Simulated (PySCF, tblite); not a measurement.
**C4H9ClSSi2: geometry, infrared bands and NMR shifts**

Aim: predict the infrared bands and NMR shifts of C4H9ClSSi2 (`C=CC(=C)[SiH2]S[SiH2]Cl`).

Computed with tblite 0.8.0 and PySCF 2.14.0, with density-fitted response routines of our own, on a single molecule in the gas phase. Atoms are numbered from 0 throughout.

**1. The molecule as given**

17 atoms, charge 0, multiplicity 1; geometry from: force field or distance geometry start.

Bonds of the start (Å): C0–C1 1.35, C1–C2 1.45, C2–C3 1.35, C2–Si4 1.82, Si4–S5 2.16, S5–Si6 2.15, Si6–Cl7 2.11, C0–H8 1.08, C0–H9 1.11, C1–H10 1.09, C3–H11 1.08, C3–H12 1.08, Si4–H13 1.45, Si4–H14 1.50, Si6–H15 1.47, Si6–H16 1.45.

**2. Geometry optimisation with GFN2-xTB**

The job: settings as JSON, then the geometry in Å.

```
{"job": {"kind": "relax", "xc": "GFN2-xTB", "basis": "xTB"}, "charge": 0, "multiplicity": 1}
C     -2.792400    -0.234400     1.216400
C     -2.462200     0.015100    -0.067700
C     -1.079500     0.312700    -0.366900
C     -0.784300     0.560200    -1.665600
Si     0.280300     0.411700     0.837200
S      1.437500    -1.391600     0.579000
Si     3.330100    -0.843000    -0.271900
Cl     3.927400     0.929300     0.703000
H     -2.008200    -0.186500     1.962900
H     -3.838300    -0.467600     1.487000
H     -3.236900    -0.032500    -0.839800
H     -1.595900     0.493700    -2.374700
H      0.235800     0.791300    -1.941300
H     -0.146300     0.608100     2.213700
H      1.163500     1.539000     0.403900
H      4.287300    -1.889600     0.116600
H      3.274900    -0.603700    -1.702700
```

Started as:

```sh
$ OMP_NUM_THREADS=1 python probes_run.py task.json out
```

This one command runs all jobs of the session in turn.

**Question.** This job is followed by: GFN2-xTB harmonic vibrations, gas phase; GIAO PBE0/pcSseg-1 NMR shielding, non-relativistic, gas phase. Predict these results of the whole session: strongest single infrared mode (GFN2-xTB); zero-point energy (GFN2-xTB); 13C shifts against TMS (PBE0/pcSseg-1); 1H shifts against TMS (PBE0/pcSseg-1, means over atoms taken as alike); 29Si shifts against TMS (PBE0/pcSseg-1); 33S shifts against CS2 (PBE0/pcSseg-1); 35Cl shifts against HCl (PBE0/pcSseg-1); surface potential, 1st and 99th percentile.

The runs gave:

| quantity | value |
| --- | --- |
| strongest single infrared mode (GFN2-xTB) | 725 cm⁻¹, 409 km/mol |
| zero-point energy (GFN2-xTB) | 69.5 kcal/mol |
| 13C shifts against TMS (PBE0/pcSseg-1) | 147.8, 147.3, 144.7, 127.9 ppm |
| 1H shifts against TMS (PBE0/pcSseg-1, means over atoms taken as alike) | 6.71, 6.31, 6.16, 6.11, 5.65, 5.50, 5.27 ppm |
| 29Si shifts against TMS (PBE0/pcSseg-1) | -9.1, -32.8 ppm |
| 33S shifts against CS2 (PBE0/pcSseg-1) | -230 ppm |
| 35Cl shifts against HCl (PBE0/pcSseg-1) | 4 ppm |
| surface potential, 1st and 99th percentile | -0.89 V and 1.17 V |

In words: The optimisation took 175 steps and gained 0.537 eV; among the close pairs (by a distance rule), Si6–Cl7 changed most, from 2.109 to 2.014 Å. All 45 modes are real, so the xTB geometry is a minimum. The strongest single mode, at 725 cm⁻¹, is carried by H14, H13, H16, H15. GFN2-xTB is a fitted tight-binding method: band positions and strengths are rough. Its intensities can rank the bands wrongly. H10 (hydrogen on an alkene CH) lies farthest downfield among hydrogen, at 6.71 ppm; olefinic region. By nearest atom (PBE0/pcSseg-1), the HOMO sits on C0, C3 about 24 % each; C1 16 % and the LUMO on C3 27 %; C0, C2 about 17 % each.
